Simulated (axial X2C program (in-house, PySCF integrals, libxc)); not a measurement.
# A two-component session on ZrCl: EOM-IP-CCSD levels

Wanted for ZrCl: EOM-IP-CCSD levels, at the two-component level.

Computed with an in-house X2C program for linear molecules on PySCF integrals. Level: two-component X2C with atomic mean-field terms, Zr dyall-acv3z, Cl dyall-av3z.

All values are calculated.

**1. The job**

task.json reads:

```json
{"zs": [40, 17], "q": 0, "bas": ["dyall-acv3z", "dyall-av3z"], "r0": 2.53, "eom": "ip", "rq": -1, "thr": -2.0, "nmax": 95, "grid": [1, 0.96, 1.045, 0.92, 1.09, 1.15]}
```

Keys: zs atomic numbers; q charge; bas basis sets; r0 starting distance in Å; eom kind of EOM run; thr threshold in hartree for freezing inner shells (an s shell follows its p shell); nmax most natural virtual spinors; grid distances as factors.

Command:

```
$ python soeom.py task.json out
```

Further steps of the session: EOM-IP-CCSD at 2.516 Å.

**Question.** What will these runs give? Wanted: next root led by one particle; T1 of the reference.

The runs gave:

| quantity | value |
| --- | --- |
| lowest root at 2.516 Å | Ω = 3/2, 1.361 eV |
| next root led by one particle | Ω = 1/2, about 3150 cm⁻¹ higher |
| T1 of the reference | 0.030 |

Removing an electron from the reference determinant of ZrCl⁻ costs 1.36 eV and empties a spinor of 85% Zr dπ, 7% Zr pπ. The closed-shell reference lies 1.22 eV above the lowest determinant found, so these energies count from an excited configuration. Errors of 0.1 to 0.3 eV are usual at this size, and roots led by higher excitations are left out, so the list is incomplete, and low states of that kind can be missing. T1 or the largest double amplitude of the reference is raised, which lowers the reliability.
